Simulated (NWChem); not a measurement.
**CH5FOSi (SMILES C[SiH](O)F): levels of theory compared**

Aim: a comparison of 6 runs (HF/STO-3G, HF/3-21G, PBE/def2-SVP, B3LYP/6-31G*, M06-2X/def2-SVP, MP2/def2-SVP) of CH5FOSi. 

Program for the calculation: NWChem 7.3.0.

### Step 1. Starting point

The species is CH5FOSi (9 atoms), meant as a singlet with charge 0. As SMILES, `C[SiH](O)F`. The shape is that of a PBE0-D4/def2-TZVP optimisation. This is one conformer, not always the lowest.

Bond lengths: C1–Si2 1.851 Å, Si2–O3 1.634 Å, Si2–F4 1.601 Å, C1–H5 1.093 Å, C1–H6 1.093 Å, C1–H7 1.093 Å, Si2–H8 1.477 Å, O3–H9 0.958 Å. Some angles: C1–Si2–O3 113.2°, C1–Si2–F4 107.2°, O3–Si2–F4 109.7°, C1–Si2–H8 113.7°, O3–Si2–H8 105.4°, F4–Si2–H8 107.6°, Si2–C1–H5 110.5°, Si2–C1–H6 110.6°, Si2–C1–H7 111.4°, Si2–O3–H9 119.0°.

### Step 2. Energy and forces at HF/STO-3G (run 1)

File run.xyz:

```xyz
9

C     -1.059200     0.382700     0.202100
Si     0.598700    -0.059400    -0.491700
O      1.699800    -0.426000     0.658800
F      0.386100    -1.319200    -1.457200
H     -1.759300     0.624200    -0.601500
H     -0.982100     1.251700     0.860100
H     -1.484000    -0.445000     0.776700
H      1.214000     1.018000    -1.292600
H      1.474600    -1.073100     1.328200
```

File run.py:

```python
from ase.io import read
from ase.calculators.nwchem import NWChem

mol = read('run.xyz')

calc = NWChem(
    label='run',
    theory='scf',
    memory='2200 mb',
    basis='STO-3G',
    basispar='spherical bse',
    scf={'nopen': '0', 'rhf': None, 'thresh': '1e-08', 'maxiter': '80'},
)
mol.calc = calc

forces = mol.get_forces()
e = mol.get_potential_energy()
print(f"E = {e:.6f} eV")
print("forces (eV/A):")
for s, f in zip(mol.symbols, forces):
    print(f"{s:2s} {f[0]:10.5f} {f[1]:10.5f} {f[2]:10.5f}")
print("dipole (e A):", mol.get_dipole_moment().round(4))
```

Command:

```console
$ export ASE_NWCHEM_COMMAND="nwchem PREFIX.nwi > PREFIX.nwo"
$ python run.py
```

The program printed:

```text
E = -13547.135904 eV
forces (eV/A):
C    -0.38032    0.25701    0.20127
Si    0.18949    1.06685   -1.06475
O     1.47658    1.05282   -0.42500
F     0.03121   -0.42547   -0.17838
H     0.27156   -0.07312    0.42320
H    -0.16748   -0.39821   -0.27511
H     0.16753    0.43431   -0.24497
H    -0.70376   -0.94771    0.91521
H    -0.88477   -0.96643    0.64848
dipole (e A): [-0.2332  0.048   0.1897]
```

The calculator wrote run.nwi:

```
title "run"

permanent_dir run

scratch_dir run

start run

geometry units angstrom nocenter noautosym noautoz
  C  -1.0591999999999999e+00 3.8269999999999998e-01 2.0210000000000000e-01
  Si 5.9870000000000001e-01 -5.9400000000000001e-02 -4.9170000000000003e-01
  O  1.6998000000000000e+00 -4.2599999999999999e-01 6.5880000000000005e-01
  F  3.8610000000000000e-01 -1.3191999999999999e+00 -1.4572000000000001e+00
  H  -1.7593000000000001e+00 6.2419999999999998e-01 -6.0150000000000003e-01
  H  -9.8209999999999997e-01 1.2517000000000000e+00 8.6009999999999998e-01
  H  -1.4840000000000000e+00 -4.4500000000000001e-01 7.7669999999999995e-01
  H  1.2140000000000000e+00 1.0180000000000000e+00 -1.2926000000000000e+00
  H  1.4745999999999999e+00 -1.0730999999999999e+00 1.3282000000000000e+00
end

memory 2200 mb

basis spherical bse noprint
   * library STO-3G
end

scf
  nopen 0
  rhf
  thresh 1e-08
  maxiter 80
end

task scf gradient
```

run.nwo (excerpt; [...] marks lines left out):

```text
[...]
      One-electron energy =  -1059.154922444152
[... 1 line left out ...]
 Nuclear repulsion energy =    183.330209482958
[... 37 lines left out ...]
                       ROHF Final Molecular Orbital Analysis
[... 201 lines left out ...]
     1   1 0 0     -0.440669      0.000000     33.189447
[...]
  wavefunction    =   RHF
                         RHF ENERGY GRADIENTS
    atom               coordinates                        gradient
                 x          y          z           x          y          z
   1 C      -2.001598   0.723198   0.381914    0.007396  -0.004998  -0.003914
   2 Si      1.131379  -0.112250  -0.929178   -0.003685  -0.020747   0.020706
   3 O       3.212156  -0.805023   1.244951   -0.028715  -0.020474   0.008265
[... 5 lines of this table left out ...]
   9 H       2.786590  -2.027865   2.509934    0.017206   0.018794  -0.012611
[...]
```

Wall time 2.4 s (1 thread of AMD EPYC 9R45 (Zen 5), shared host); peak memory 0.1 GiB.

### Step 3. Energy and gradient at HF/3-21G (run 2)

File mol.nw:

```
start mol
title "CH5FOSi gradient"
memory stack 880 mb heap 220 mb global 1100 mb
geometry units angstroms noautosym nocenter noautoz
C     -1.059200     0.382700     0.202100
Si     0.598700    -0.059400    -0.491700
O      1.699800    -0.426000     0.658800
F      0.386100    -1.319200    -1.457200
H     -1.759300     0.624200    -0.601500
H     -0.982100     1.251700     0.860100
H     -1.484000    -0.445000     0.776700
H      1.214000     1.018000    -1.292600
H      1.474600    -1.073100     1.328200
end
basis spherical bse
* library 3-21G
end
scf
thresh 1e-08
maxiter 80
print medium
end
task scf gradient
```

Command:

```console
$ nwchem mol.nw > mol.out
```

The program printed:

```text
[...]
  functions       =    50
[...]
  wavefunction    = RHF
[...]
         Total SCF energy =   -501.432736919169
      One-electron energy =  -1059.649368055809
      Two-electron energy =    374.886421653682
 Nuclear repulsion energy =    183.330209482958
        Time for solution =      1.1s
[...]
                         RHF ENERGY GRADIENTS
    atom               coordinates                        gradient
                 x          y          z           x          y          z
   1 C      -2.001598   0.723198   0.381914    0.012163  -0.004000  -0.006222
   2 Si      1.131379  -0.112250  -0.929178   -0.005731  -0.031208   0.019011
   3 O       3.212156  -0.805023   1.244951   -0.004460   0.009680  -0.013384
   4 F       0.729623  -2.492927  -2.753709    0.002097   0.020774   0.012000
   5 H      -3.324595   1.179567  -1.136670   -0.002155   0.000957  -0.005074
   6 H      -1.855900   2.365370   1.625353    0.002124   0.004193   0.002815
   7 H      -2.804353  -0.840928   1.467750    0.000184  -0.004991   0.002202
   8 H       2.294127   1.923741  -2.442660    0.003942   0.001050  -0.002280
   9 H       2.786590  -2.027865   2.509934   -0.008164   0.003545  -0.009069
[...]
```

Run time: 2.2 s. Hardware: 1 thread of AMD EPYC 9R45 (Zen 5), shared host; peak memory 0.1 GiB.

Runs 3 to 4 aren't shown in full; the table further down has their settings and results.

### Step 4. Energy and forces at M06-2X/def2-SVP (run 5)

File m1.nw:

```
START m1
memory total 2200 mb

GEOMETRY noautosym nocenter noautoz
  C    -1.059200    0.382700    0.202100
  Si    0.598700   -0.059400   -0.491700
  O     1.699800   -0.426000    0.658800
  F     0.386100   -1.319200   -1.457200
  H    -1.759300    0.624200   -0.601500
  H    -0.982100    1.251700    0.860100
  H    -1.484000   -0.445000    0.776700
  H     1.214000    1.018000   -1.292600
  H     1.474600   -1.073100    1.328200
END

BASIS spherical bse
  * library def2-SVP
END

DFT
  xc m06-2x
  mult 1
  grid xfine
  convergence energy 1e-08
  iterations 100
  mulliken
END

TASK dft gradient
```

Command:

```console
$ nwchem m1.nw > m1.out
```

The program printed:

```text
[...]
          Wavefunction type:  closed shell.
          No. of atoms     :     9
          No. of electrons :    42
[...]
          Charge           :     0
          Spin multiplicity:     1
[...]
          AO basis - number of functions:    85
[...]
              XC Information
              --------------
                       M06-2X Method XC Functional
                     Hartree-Fock (Exact) Exchange  0.540
                        M06-2X Exchange Functional  1.000
                      M06-2X Correlation Potential  1.000
[...]
 d= 0,ls=0.0,diis     1   -505.3504346363 -6.89D+02  1.19D-02  6.84D-01     2.5
[...]
 d= 0,ls=0.0,diis     8   -505.4266643490 -3.13D-09  4.63D-06  5.82D-07    18.9
         Total DFT energy =     -505.426664349031
      One electron energy =    -1063.173335418887
           Coulomb energy =      421.713794873473
    Exchange-Corr. energy =      -47.297333286575
 Nuclear repulsion energy =      183.330209482958
[...]
      Total Density - Mulliken Population Analysis
     ---------------------------------------------
    Atom       Charge   Shell Charges
 -----------   ------   -------------------------------------------------------
    1 C    6     6.41   1.99  0.86  0.29  2.14  1.11  0.01
    2 Si  14    13.11   2.00  1.98  0.93  0.05  5.93  1.18  0.57  0.47
    3 O    8     8.43   1.99  1.06  0.65  2.90  1.83  0.01
    4 F    9     9.36   1.99  1.11  0.80  3.35  2.10  0.00
    5 H    1     0.92   0.73  0.17  0.02
    6 H    1     0.92   0.73  0.17  0.02
    7 H    1     0.93   0.73  0.18  0.02
    8 H    1     1.13   0.75  0.38  0.01
    9 H    1     0.79   0.66  0.06  0.07
[...]
  wavefunction    = closed shell
                         DFT ENERGY GRADIENTS
    atom               coordinates                        gradient
                 x          y          z           x          y          z
   1 C      -2.001598   0.723198   0.381914   -0.002093   0.000483   0.000413
   2 Si      1.131379  -0.112250  -0.929178    0.000161  -0.016784   0.000643
   3 O       3.212156  -0.805023   1.244951   -0.006619   0.000813  -0.005182
   4 F       0.729623  -2.492927  -2.753709    0.002477   0.013298   0.009119
   5 H      -3.324595   1.179567  -1.136670    0.002857  -0.000887   0.003356
   6 H      -1.855900   2.365370   1.625353   -0.000186  -0.003533  -0.002748
   7 H      -2.804353  -0.840928   1.467750    0.001750   0.003517  -0.002300
   8 H       2.294127   1.923741  -2.442660    0.001196   0.000339  -0.000270
   9 H       2.786590  -2.027865   2.509934    0.000458   0.002754  -0.003031
[...]
```

It took 27 s on 1 thread of AMD EPYC 9R45 (Zen 5), shared host; peak memory 0.15 GiB.

### Step 5. Energy and gradient at MP2/def2-SVP (run 6)

File ch5fosi.nw:

```
start ch5fosi
title "CH5FOSi gradient"
memory stack 880 mb heap 220 mb global 1100 mb
charge 0

geometry units angstrom noautosym nocenter noautoz
 C     -1.059200     0.382700     0.202100
 Si     0.598700    -0.059400    -0.491700
 O      1.699800    -0.426000     0.658800
 F      0.386100    -1.319200    -1.457200
 H     -1.759300     0.624200    -0.601500
 H     -0.982100     1.251700     0.860100
 H     -1.484000    -0.445000     0.776700
 H      1.214000     1.018000    -1.292600
 H      1.474600    -1.073100     1.328200
end

basis spherical bse
 * library def2-SVP
end

scf
 singlet
 rhf
 thresh 1e-08
 maxiter 80
end

mp2
 freeze core 8
 tight
end

task mp2 gradient
```

Command:

```console
$ nwchem ch5fosi.nw > ch5fosi.out
```

The program printed:

```text
[...]
  functions       =    85
[...]
  wavefunction    = RHF
[...]
         Total SCF energy =   -503.875526363325
      One-electron energy =  -1062.838871698800
      Two-electron energy =    375.633135852517
 Nuclear repulsion energy =    183.330209482958
        Time for solution =      4.9s
[...]
          Total MP2 energy          -504.489121749098
[...]
                         mp2 ENERGY GRADIENTS
    atom               coordinates                        gradient
                 x          y          z           x          y          z
   1 C      -2.001598   0.723198   0.381914   -0.001230  -0.000501   0.000599
   2 Si      1.131379  -0.112250  -0.929178    0.000856  -0.020121   0.000664
   3 O       3.212156  -0.805023   1.244951   -0.011556   0.000049  -0.008706
   4 F       0.729623  -2.492927  -2.753709    0.003735   0.017602   0.013684
   5 H      -3.324595   1.179567  -1.136670    0.003143  -0.000986   0.003090
   6 H      -1.855900   2.365370   1.625353    0.000113  -0.003512  -0.002830
   7 H      -2.804353  -0.840928   1.467750    0.001713   0.003339  -0.002252
   8 H       2.294127   1.923741  -2.442660    0.001925   0.001182  -0.001465
   9 H       2.786590  -2.027865   2.509934    0.001301   0.002949  -0.002783
[...]
```

Run time: 14 s. Hardware: 1 thread of AMD EPYC 9R45 (Zen 5), shared host; peak memory 0.26 GiB.

### Step 6. The series

```tsv
run	level	iteration cap	module	energy (Eh)	dipole moment (D)	HOMO energy (eV)	LUMO energy (eV)	wall time
1	HF/STO-3G	80	scf	-497.848066	1.46	-9.46	13.17	2.4 s
2	HF/3-21G	80	scf	-501.432737	2.67	-12.35	5.81	2.2 s
3	PBE/def2-SVP	100	dft	-505.139024	–	–	–	20 s
4	B3LYP/6-31G* (Cartesian functions)	100	dft	-505.786723	2.23	-8.41	1.16	23 s
5	M06-2X/def2-SVP	100	dft	-505.426664	2.22	-10.10	2.06	27 s
6	MP2/def2-SVP	80	mp2	-504.489122	2.19	-12.45	4.34	14 s
```

### Step 7. Outcome

```
                                                      quantity          value
                                           run 6: total energy  -504.48912 Eh
run 6: dipole moment (of the density that the program reports)         2.19 D
                    run 6: HOMO energy (Hartree–Fock orbitals)      -12.45 eV
                    run 6: LUMO energy (Hartree–Fock orbitals)        4.34 eV
                  run 6: HOMO–LUMO gap (Hartree–Fock orbitals)       16.79 eV
            run 6: correlation energy (8 core orbitals frozen)     -613.6 mEh
                               run 6: largest force on an atom     1.162 eV/Å
```

**Reading.** Over runs 1, 2, 4, 5, 6 the dipole moment (its size) runs from 1.46 D (HF/STO-3G) to 2.67 D (HF/3-21G). Over runs 1, 2, 4, 5 the HOMO–LUMO gap runs from 9.57 eV (B3LYP/6-31G*) to 22.63 eV (HF/STO-3G). The two ends differ in method and basis. Totals of different functionals can't be ranked against each other. In run 1 the basis is minimal, so the values are rough. All runs together took 89 s, the longest 27 s.
